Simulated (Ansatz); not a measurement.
Wanted: the native input for an Ansatz 0.2.0 run.

| Quantity | Value |
| --- | --- |
| Task | single point |
| Functional | PBE |
| Potentials or basis | Ansatz PAW |
| Cutoff | 420 eV (not typed: the program's choice for these potentials) |
| k mesh | 11 × 11 × 11 |
| Occupations | fermi-dirac, width 0.05 eV |
| Spin | collinear spin, ferromagnetic start |
| Starting moments | [0.0, 0.0, 2.0, 0.0, 0.0, 0.0] μB |

VW2C3:

```xyz
6
Lattice="-1.5245 2.1619 4.5850 1.5245 -2.1619 4.5850 1.5245 2.1619 -4.5850" Properties=species:S:1:pos:R:3 pbc="T T T"
W     0.0000    2.1619    3.0630
W     1.5245    0.0000    1.5221
V     0.0000    2.1619    0.0000
C     0.0000    0.0000    3.1090
C     0.0000    0.0000    6.0611
C     0.0000    0.0000    0.0000
```

The cell comes from a database or a generator and needn't be the stable form of this composition.

One way to write it, as run:

input.yaml

```yaml
crystal:
  lattice:
    - [-1.524485, 2.16193, 4.585029]
    - [1.524485, -2.16193, 4.585029]
    - [1.524485, 2.16193, -4.585029]
  atoms:
    - { symbol: W, position: [0.834017, 0.334017, 0.5] }
    - { symbol: W, position: [0.165983, 0.665983, 0.5] }
    - { symbol: V, position: [0.5, 0.0, 0.5], spin: 2.0 }
    - { symbol: C, position: [0.339039, 0.339039, 0.0] }
    - { symbol: C, position: [0.660961, 0.660961, 0.0] }
    - { symbol: C, position: [0.0, 0.0, 0.0] }
hamiltonian:
  xc: pbe
  pseudopotentials: { kind: paw }
magnetization:
  spin_polarized: true
kpoints:
  mp_grid: { grid: [11, 11, 11] }
scf:
  occupations: { method: fermi_dirac, width: 0.05 }
output:
  forces: true
  stress: true
  eigenvalues: true
```

Potentials or basis: Ansatz PAW.

Command:

```sh
$ ansatz run input.yaml --threads 2 --pin off --max-ram 5120MiB --backend cpu --events-out ev --progress --plain --runs-dir out
```

Results of the run:

```json
{
  "Pressure": "-1.4 GPa",
  "Largest force": "0.054 eV/Å",
  "Band gap on the k mesh": "none (metal or under the smearing width)",
  "Net moment": "0.00 μB per cell",
  "Absolute moment": "0.00 μB per cell"
}
```

Caveat: the pressure holds a Pulay correction of +0.3 GPa for the finite cutoff; the starting moments weren't kept.

Run time: 46 s on 2 threads of Arm Neoverse V1, with other jobs on the host, peak memory 0.85 GiB.
